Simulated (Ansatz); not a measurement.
# CH4SeSi (SMILES C1[SiH2][Se]1): single points off equilibrium

The task here is to estimate one member of a computed series from the others.

The runs use Ansatz 0.2.0, Gaussian basis; single points in def2-TZVPP.

Cores are frozen in the correlated methods. Filled d shells of the heavier atoms are correlated.

## The system as given

7 atoms, charge 0, spin multiplicity 1.

Atoms are counted from 1 here; the program's logs count them from 0.

Bond lengths: C1–Si2 1.884 Å, C1–Se3 1.995 Å, C1–H4 0.955 Å, C1–H5 1.146 Å, Si2–Se3 2.144 Å, Si2–H6 1.440 Å, Si2–H7 1.493 Å. Angles: Si2–C1–Se3 67.0°, Si2–C1–H4 117.7°, Si2–C1–H5 118.1°, Se3–C1–H4 115.7°, Se3–C1–H5 105.4°, H4–C1–H5 119.7°, C1–Si2–Se3 58.9°, C1–Si2–H6 118.2°, C1–Si2–H7 115.0°, Se3–Si2–H6 119.2°, Se3–Si2–H7 120.0°, H6–Si2–H7 114.3°, C1–Se3–Si2 54.0°.

Geometry (Å):

```csv
atom,x (Å),y (Å),z (Å)
C1,-0.64810,-0.57530,-0.34190
Si2,0.70610,0.43820,0.48780
Se3,-0.33500,1.18190,-1.23260
H4,-0.38310,-1.34530,-0.83990
H5,-1.70860,-0.51460,0.08890
H6,0.43170,1.01520,1.77870
H7,2.08490,-0.11520,0.34340
```

Set-up of the first run:

run/in.yaml

```yaml
crystal:
  periodic: [false, false, false]
  atoms:
    - {symbol: C, position_ang: [-0.648100, -0.575300, -0.341900]}
    - {symbol: Si, position_ang: [0.706100, 0.438200, 0.487800]}
    - {symbol: Se, position_ang: [-0.335000, 1.181900, -1.232600]}
    - {symbol: H, position_ang: [-0.383100, -1.345300, -0.839900]}
    - {symbol: H, position_ang: [-1.708600, -0.514600, 0.088900]}
    - {symbol: H, position_ang: [0.431700, 1.015200, 1.778700]}
    - {symbol: H, position_ang: [2.084900, -0.115200, 0.343400]}
basis:
  gaussian: {orbitals: def2-TZVPP}
correlation: {method: ccsd_t}
output: {forces: true}
```

No record of the launch command was kept for these runs.

Steps of the session up to this table: CCSD(T)/def2-TZVPP; PBE0-D4/def2-TZVPP; wB97M-V/def2-TZVPP; r2SCAN-D4/def2-TZVPP; PBE-D4/def2-TZVPP; LC-wPBE/def2-TZVPP; wB97X-V/def2-TZVPP.

One table of the session follows, with a row left open; its other results are not shown here.

| method | RMS force component (eV/Å) | angle to CCSD(T) forces (°) | dipole (D) |
| --- | --- | --- | --- |
| CCSD(T) | 2.382 | reference | 1.40 |
| PBE0-D4 | ? | ? | ? |
| wB97M-V | 2.370 | 2.6 | 1.44 |
| r2SCAN-D4 | 2.380 | 2.0 | 1.42 |
| PBE-D4 | 2.408 | 2.9 | 1.26 |
| LC-wPBE | 2.434 | 7.0 | 1.50 |
| wB97X-V | 2.422 | 3.8 | 1.50 |

Q: Estimate the row for PBE0-D4 from the others.

The run gave: RMS force component (eV/Å): 2.404; angle to CCSD(T) forces (°): 3.1; dipole (D): 1.41. In the column «RMS force component (eV/Å)» it lies between CCSD(T) (2.382) and PBE-D4 (2.408).
